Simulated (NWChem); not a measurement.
# TiH4O4 (SMILES O[Ti](O)(O)O) at B3LYP/6-31G(d) (spherical functions)

Aim: the energy change on altering one bond length of TiH4O4 at B3LYP/6-31G* (spherical functions), from 2 runs. 

Program for the calculation: NWChem 7.3.0.

6 further runs of the same task are left out: 2 that didn't finish, 4 set aside as unsound or not needed.

## Step 1: The system as given

TiH4O4 has 9 atoms, charge 0, and is taken as a singlet. As SMILES, `O[Ti](O)(O)O`. The shape is that of a PBE0-D4/def2-TZVP optimisation. This is one conformer, not always the lowest.

Bond lengths: O1–Ti2 1.801 Å, Ti2–O3 1.801 Å, Ti2–O4 1.801 Å, Ti2–O5 1.801 Å, O1–H6 0.958 Å, O3–H7 0.958 Å, O4–H8 0.958 Å, O5–H9 0.958 Å. Angles: O1–Ti2–O3 108.5°, O1–Ti2–O4 109.9°, O1–Ti2–O5 110.0°, O3–Ti2–O4 110.0°, O3–Ti2–O5 109.9°, O4–Ti2–O5 108.5°, Ti2–O1–H6 129.5°, Ti2–O3–H7 129.5°, Ti2–O4–H8 129.5°, Ti2–O5–H9 129.6°.

## Step 2: Energy and forces at B3LYP/6-31G(d) (spherical functions)

h4o4ti.nw

```
start h4o4ti
title "H4O4Ti"
memory 2200 mb

geometry units angstrom noautosym nocenter noautoz
  O    -0.125250    1.268390   -1.272730
  Ti    0.000070    0.000090   -0.000050
  O     1.651710   -0.715310   -0.066120
  O    -1.235630   -1.279200   -0.283830
  O    -0.290490    0.726280    1.622320
  H    -0.813470    1.413950   -1.922910
  H     2.270980   -0.885970    0.644480
  H    -1.123140   -2.176250   -0.600550
  H    -0.334770    1.648010    1.879390
end

basis spherical bse
  O library 6-31G*
  Ti library 6-31G*
  H library 6-31G*
end

dft
  xc b3lyp
  grid fine
  convergence energy 1e-08
  iterations 100
  mulliken
end

task dft gradient
```

On the command line:

```
$ nwchem h4o4ti.nw > h4o4ti.out
```

What it wrote:

```text
[...]
          Wavefunction type:  closed shell.
          No. of atoms     :     9
          No. of electrons :    58
[...]
          Charge           :     0
          Spin multiplicity:     1
[...]
          AO basis - number of functions:    98
[...]
              XC Information
              --------------
                         B3LYP Method XC Potential
                     Hartree-Fock (Exact) Exchange  0.200
                        Slater Exchange Functional  0.800 local
                    Becke 1988 Exchange Functional  0.720 non-local
              Lee-Yang-Parr Correlation Functional  0.810
                  VWN I RPA Correlation Functional  0.190 local
[...]
 d= 0,ls=0.0,diis     1  -1152.4181271589 -1.48D+03  4.56D-02  3.56D+00     5.9
[...]
 d= 0,ls=0.0,diis    11  -1152.9121476584 -9.15D-09  5.25D-07  6.61D-09    48.4
         Total DFT energy =    -1152.912147658425
      One electron energy =    -2233.934475992771
           Coulomb energy =      831.703775224793
    Exchange-Corr. energy =      -78.016563737001
 Nuclear repulsion energy =      327.335116846553
[...]
      Total Density - Mulliken Population Analysis
     ---------------------------------------------
    Atom       Charge   Shell Charges
 -----------   ------   -------------------------------------------------------
    1 O    8     8.78   2.00  0.89  2.92  1.00  1.96  0.01
    2 Ti  22    20.60   2.00  2.00  6.00  2.01  6.02  0.11  0.37  0.02  0.12  0.95  0.97  0.03
    3 O    8     8.78   2.00  0.89  2.92  1.00  1.96  0.01
    4 O    8     8.78   2.00  0.89  2.92  1.00  1.96  0.01
    5 O    8     8.78   2.00  0.89  2.92  1.00  1.96  0.01
    6 H    1     0.57   0.47  0.10
    7 H    1     0.57   0.47  0.10
    8 H    1     0.57   0.47  0.10
    9 H    1     0.57   0.47  0.10
[...]
  wavefunction    = closed shell
                         DFT ENERGY GRADIENTS
    atom               coordinates                        gradient
                 x          y          z           x          y          z
   1 O      -0.236688   2.396910  -2.405111   -0.007750   0.000912  -0.006651
   2 Ti      0.000132   0.000170  -0.000094    0.000001   0.000003   0.000011
   3 O       3.121279  -1.351740  -0.124949    0.006082  -0.001521   0.008114
   4 O      -2.335002  -2.417337  -0.536361    0.001990  -0.009402  -0.003418
   5 O      -0.548947   1.372470   3.065740   -0.000329   0.010013   0.001952
   6 H      -1.537235   2.671978  -3.633773    0.007079  -0.000487   0.005825
   7 H       4.291530  -1.674241   1.217891   -0.005192   0.001173  -0.007482
   8 H      -2.122427  -4.112516  -1.134875   -0.002159   0.008337   0.003025
   9 H      -0.632624   3.114287   3.551532    0.000278  -0.009029  -0.001374
[...]
```

It took 61 s on 1 thread of Intel Xeon Platinum 8259CL at 2.50GHz (Skylake/Cascade Lake), shared host; peak memory 0.14 GiB.

## Step 3: The distorted shape: the energy at B3LYP/6-31G(d) (spherical functions)

input.xyz

```xyz
9
H4O4Ti
O     -0.187912     1.902563    -1.909093
Ti     0.000070     0.000090    -0.000050
O      1.651710    -0.715310    -0.066120
O     -1.235630    -1.279200    -0.283830
O     -0.290490     0.726280     1.622320
H     -0.876132     2.048123    -2.559273
H      2.270980    -0.885970     0.644480
H     -1.123140    -2.176250    -0.600550
H     -0.334770     1.648010     1.879390
```

run.py

```python
from ase.io import read
from ase.calculators.nwchem import NWChem

atoms = read('input.xyz')

calc = NWChem(
    label='input',
    theory='dft',
    memory='2200 mb',
    basis='6-31G*',
    basispar='spherical bse',
    dft={'xc': 'b3lyp', 'mult': '1', 'grid': 'fine', 'convergence': 'energy 1e-08', 'iterations': '100', 'mulliken': None},
    task='energy',
)
atoms.calc = calc

print("Total energy (eV):", round(atoms.get_potential_energy(), 6))
print("dipole (e A):", atoms.get_dipole_moment().round(4))
```

On the command line:

```
$ export ASE_NWCHEM_COMMAND="nwchem PREFIX.nwi > PREFIX.nwo"
$ python run.py
```

What it wrote:

```text
Total energy (eV): -31369.222348
dipole (e A): [ 0.1249 -0.5383  0.5829]
```

The calculator wrote input.nwi:

```
title "input"

permanent_dir input

scratch_dir input

start input

geometry units angstrom nocenter noautosym noautoz
  O  -1.8791200000000000e-01 1.9025630000000000e+00 -1.9090929999999999e+00
  Ti 6.9999999999999994e-05 9.0000000000000006e-05 -5.0000000000000002e-05
  O  1.6517100000000000e+00 -7.1531000000000000e-01 -6.6119999999999998e-02
  O  -1.2356300000000000e+00 -1.2791999999999999e+00 -2.8383000000000003e-01
  O  -2.9049000000000003e-01 7.2628000000000004e-01 1.6223200000000000e+00
  H  -8.7613200000000002e-01 2.0481229999999999e+00 -2.5592730000000001e+00
  H  2.2709800000000002e+00 -8.8597000000000004e-01 6.4448000000000005e-01
  H  -1.1231400000000000e+00 -2.1762500000000000e+00 -6.0055000000000003e-01
  H  -3.3477000000000001e-01 1.6480100000000000e+00 1.8793899999999999e+00
end

memory 2200 mb

basis spherical bse noprint
   * library 6-31G*
end

dft
  xc b3lyp
  mult 1
  grid fine
  convergence energy 1e-08
  iterations 100
  mulliken
end

task dft energy
```

input.nwo, shortened:

```text
[...]
         Total DFT energy =    -1152.797667868659
      One electron energy =    -2178.882246022613
           Coulomb energy =      803.560245024126
    Exchange-Corr. energy =      -77.868475929061
 Nuclear repulsion energy =      300.392809058890
[... 5 lines left out ...]
                       DFT Final Molecular Orbital Analysis
[... 696 lines left out ...]
[...]
      Total Density - Mulliken Population Analysis
     ---------------------------------------------
    Atom       Charge   Shell Charges
 -----------   ------   -------------------------------------------------------
    1 O    8     8.80   2.00  0.91  2.81  1.02  2.06  0.01
    2 Ti  22    20.66   2.00  2.00  6.00  2.01  6.02  0.20  0.37  0.02  0.12  0.98  0.92  0.02
    3 O    8     8.75   2.00  0.90  2.91  1.00  1.94  0.01
[... 5 lines of this table left out ...]
    9 H    1     0.55   0.46  0.08
[...]
```

Wall time 96 s (1 thread of Intel Xeon Platinum 8259CL at 2.50GHz (Skylake/Cascade Lake), shared host); peak memory 0.12 GiB.

## Step 4: Outcome

Level: B3LYP/6-31G* (spherical functions).

| quantity | value |
| --- | --- |
| first shape: total energy | -1152.91215 Eh |
| first shape: dipole moment | 0.00 D |
| first shape: HOMO energy | -8.20 eV |
| first shape: LUMO energy | -1.05 eV |
| first shape: HOMO–LUMO gap | 7.15 eV |
| first shape: largest force on an atom | 0.527 eV/Å |
| distorted shape: total energy | -1152.79767 Eh |
| distorted shape: dipole moment | 3.86 D |
| distorted shape: HOMO energy | -5.56 eV |
| distorted shape: LUMO energy | -2.70 eV |
| distorted shape: HOMO–LUMO gap | 2.86 eV |
| energy change with the O1–Ti2 bond stretched from 1.801 to 2.702 Å | 3.115 eV |

What this shows: With the O1–Ti2 bond stretched from 1.801 to 2.702 Å the energy rises by 3.12 eV (72 kcal/mol). The first shape isn't relaxed at this level, so the change isn't measured from a minimum. A restricted reference can't describe the breaking bond well at this length. The largest force (first shape) is 0.53 eV/Å: the shape isn't a stationary point for this species at this level.
